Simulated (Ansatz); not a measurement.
# CaAl13ZnCuSi4: the cost of one run

Method: DFT PBE, scalar-relativistic, plane waves, PAW, in Ansatz 0.2.0.

### Step 1. The structure to begin with

The cell holds 20 atoms (Al13CaCuSi4Zn): a = 7.101 Å, b = 7.101 Å, c = 7.101 Å, α = 80.92°, β = 80.92°, γ = 80.92°.

The sites of an ideal bcc lattice, at a guessed lattice constant, take 1 Cu, 1 Ca, 1 Zn, 4 Si, 13 Al (sublattices apart by semicolons), with a shake of 0.02 Å. Warren-Cowley parameters of the first shell (negative: unlike neighbours preferred): Al-Ca -0.15, Al-Cu -0.35, Al-Si -0.06, Al-Zn -0.35, Ca-Cu +1.00, Ca-Si -0.25. In a cell this small the draw can fall short of the order aimed at.

As a file:

```cif
data_structure
_symmetry_space_group_name_H-M 'P 1'
_symmetry_Int_Tables_number 1
_cell_length_a 7.1012
_cell_length_b 7.1012
_cell_length_c 7.1012
_cell_angle_alpha 80.915
_cell_angle_beta 80.915
_cell_angle_gamma 80.915
_cell_volume 345.90
loop_
_atom_site_label
_atom_site_type_symbol
_atom_site_fract_x
_atom_site_fract_y
_atom_site_fract_z
_atom_site_occupancy
Al1 Al 0.00219 0.00076 0.99982 1
Al2 Al 0.10119 0.60532 0.10277 1
Al3 Al 0.20217 0.20138 0.19989 1
Al4 Al 0.70108 0.69989 0.20300 1
Al5 Al 0.79643 0.29902 0.30036 1
Al6 Al 0.39802 0.39639 0.39870 1
Al7 Al 0.00241 0.50516 0.49678 1
Al8 Al 0.89684 0.90132 0.39826 1
Al9 Al 0.70168 0.19986 0.69958 1
Al10 Al 0.20855 0.69478 0.69749 1
Al11 Al 0.29470 0.29932 0.79785 1
Al12 Al 0.90649 0.39790 0.89548 1
Al13 Al 0.39727 0.89938 0.90373 1
Si1 Si 0.60159 0.10683 0.10018 1
Si2 Si 0.50231 0.99700 0.50427 1
Si3 Si 0.09845 0.09777 0.59887 1
Si4 Si 0.59983 0.60316 0.59503 1
Ca1 Ca 0.50416 0.50261 0.00288 1
Cu1 Cu 0.29794 0.80364 0.29987 1
Zn1 Zn 0.79803 0.79842 0.79680 1
```

### Step 2. Relaxing on a coarse mesh

Cell and atoms move without symmetry, on a coarse mesh with loose thresholds.

input.yaml

```yaml
crystal:
  lattice:
    - [-4.88736507, 4.88736507, -1.62912169]
    - [-4.88736507, -1.62912169, 4.88736507]
    - [1.62912169, 4.88736507, 4.88736507]
  atoms:
    - { symbol: Al, position: [0.0021949427, 0.0007569178, 0.9998178815] }
    - { symbol: Al, position: [0.1011900028, 0.605319861, 0.1027674758] }
    - { symbol: Al, position: [0.2021742282, 0.201381076, 0.1998894872] }
    - { symbol: Al, position: [0.7010817476, 0.6998910536, 0.2029954219] }
    - { symbol: Al, position: [0.7964260461, 0.2990184142, 0.3003577728] }
    - { symbol: Al, position: [0.3980198064, 0.3963934455, 0.3986991027] }
    - { symbol: Al, position: [0.0024051099, 0.505164114, 0.4967772673] }
    - { symbol: Al, position: [0.8968445833, 0.9013247546, 0.3982580908] }
    - { symbol: Al, position: [0.7016796897, 0.1998592177, 0.6995756819] }
    - { symbol: Al, position: [0.2085530351, 0.6947768091, 0.6974949337] }
    - { symbol: Al, position: [0.2947039485, 0.2993180951, 0.797853545] }
    - { symbol: Al, position: [0.9064852591, 0.3978980506, 0.8954816876] }
    - { symbol: Al, position: [0.3972732263, 0.8993787281, 0.9037340365] }
    - { symbol: Si, position: [0.6015932527, 0.1068250011, 0.1001757813] }
    - { symbol: Si, position: [0.5023102509, 0.9970026912, 0.5042739039] }
    - { symbol: Si, position: [0.0984508881, 0.097766012, 0.598869268] }
    - { symbol: Si, position: [0.5998273235, 0.6031629904, 0.5950312811] }
    - { symbol: Ca, position: [0.5041619398, 0.5026078959, 0.0028820092] }
    - { symbol: Cu, position: [0.2979362774, 0.8036429301, 0.2998658716] }
    - { symbol: Zn, position: [0.7980289206, 0.7984192812, 0.7968021374] }
  symmetry: { detect: false }
basis:
  ecutwfc: 420
kpoints:
  mp_grid: { grid: [2, 2, 2], shift: [0.5, 0.5, 0.5] }
hamiltonian:
  xc: pbe
scf:
  occupations: { method: gaussian, width: 0.1 }
  lower_state_search: "off"
output:
  forces: true
  stress: true
  eigenvalues: true
relax:
  adjacent_minimum: "off"
  f_tol: 0.04
  max_steps: 50
  cell: { stress_tol: 0.3 }
```

Started as:

```
ansatz run input.yaml --threads 4 --pin off --max-ram 9216MiB --backend cpu --events-out ev --progress --plain --runs-dir out
```

Q: Estimate wall time and peak memory on 4 threads of Intel Xeon 6975P-C (Granite Rapids), shared host.

About 36 s, with a peak of 0.9 GiB.
